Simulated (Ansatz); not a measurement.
**GeHBr₂ (doublet): from Hartree-Fock to the top rungs, cc-pVDZ**

Aim: climb from Hartree-Fock through coupled cluster and multireference methods for GeHBr₂ (doublet) at one geometry and basis, and see what each rung misses.

The runs use Ansatz 0.2.0, Gaussian basis; cc-pVDZ, core rule «outside noble gas», up to 42 orbitals frozen.

The runs, in order: UHF; CCSD(T) on ROHF; CCSD(T) on UHF; BCCD(T) on ROHF; CISD as a restricted active space (open shells left free, so some higher excitations enter); CCSDT(Q) on ROHF; CCSDT(Q) on UHF; CASSCF and MRCISD+Q, 19 electrons in 13 orbitals; CASSCF and NEVPT2, 19 electrons in 13 orbitals.

9 further runs of the same task are left out: 5 that didn't finish, 4 set aside as unsound or not needed. Runs told in other sessions of the task aren't counted.

## (1) The geometry

The geometry is a PBE0/def2-TZVP stationary point (not a proven minimum). No spin-orbit coupling is included. The filled d shell of Ge, Br may be among the frozen orbitals whatever the setting's name suggests.

4 atoms, charge 0, spin multiplicity 2.

Atoms are counted from 1 here; the program's logs count them from 0.

Bond lengths: Ge1–Br2 2.309 Å, Ge1–Br3 2.309 Å, Ge1–H4 1.555 Å. Angles: Br2–Ge1–Br3 109.6°, Br2–Ge1–H4 107.2°, Br3–Ge1–H4 107.2°.

## (2) UHF

in.yaml

```yaml
crystal:
  periodic: [false, false, false]
  atoms:
    - {symbol: Ge, position_ang: [-0.056814, -0.905541, 0.000000]}
    - {symbol: Br, position_ang: [0.018054, 0.422813, -1.886547]}
    - {symbol: Br, position_ang: [0.018054, 0.422813, 1.886547]}
    - {symbol: H, position_ang: [1.231984, -1.776227, 0.000000]}
basis:
  gaussian: {orbitals: cc-pVDZ}
magnetization: {spin_polarized: true, initial_magnetization: 1}
hamiltonian: {xc: hf}
output: {orbitals: {seedname: orbitals}}
```

Run with:

```
ansatz run in.yaml --threads 1 --pin off --events-out ev --progress --plain --max-ram 2560MiB --backend cpu
```

The runs that follow: CCSD(T) on ROHF; CCSD(T) on UHF; BCCD(T) on ROHF; CISD as a restricted active space (open shells left free, so some higher excitations enter); CCSDT(Q) on ROHF; CCSDT(Q) on UHF; CASSCF and MRCISD+Q, 19 electrons in 13 orbitals; CASSCF and NEVPT2, 19 electrons in 13 orbitals.

Before running them: what should the planned runs give, taken together? Wanted: UCCSDT(Q) from the RHF energy; RMP2 from UCCSDT(Q); UMP2 from UCCSDT(Q); RCCSD from UCCSDT(Q); RCCSD(T) from UCCSDT(Q); UCCSD(T) from UCCSDT(Q); RCCSDT(Q) from UCCSDT(Q); NEVPT2 valence from UCCSDT(Q); MRCISD+Q valence from UCCSDT(Q).

**Answer**, as computed:

| quantity | value |
| --- | --- |
| UCCSDT(Q) from the ROHF energy | -9.3584 eV |
| RMP2 from UCCSDT(Q) | +1130.7 meV |
| UMP2 from UCCSDT(Q) | +1124.5 meV |
| RCCSD from UCCSDT(Q) | +267.7 meV |
| RCCSD(T) from UCCSDT(Q) | +49.9 meV |
| UCCSD(T) from UCCSDT(Q) | +46.7 meV |
| RCCSDT(Q) from UCCSDT(Q) | +4.9 meV |
| NEVPT2 valence from UCCSDT(Q) | +1723.5 meV |
| MRCISD+Q valence from UCCSDT(Q) | +107.2 meV |
| levels within 1 kcal/mol (43 meV) | RCCSDT, UCCSDT, RCCSDT(Q) |
| T1 diagnostic | 0.018 |
| effectively unpaired electrons | 1.02 |

RCCSD(T) misses by +49.9 meV, 0.5 % of the correlation energy. One determinant dominates. Of the multireference levels listed MRCISD+Q valence comes nearest in total energy (+107.2 meV), which doesn't show that its space is the better one. These misses are within one basis, not against nature; the frozen cores of restricted and unrestricted runs differ, which can shift their rows.

With open shells the CI space here admits some higher excitations, so it is larger than plain CISD.
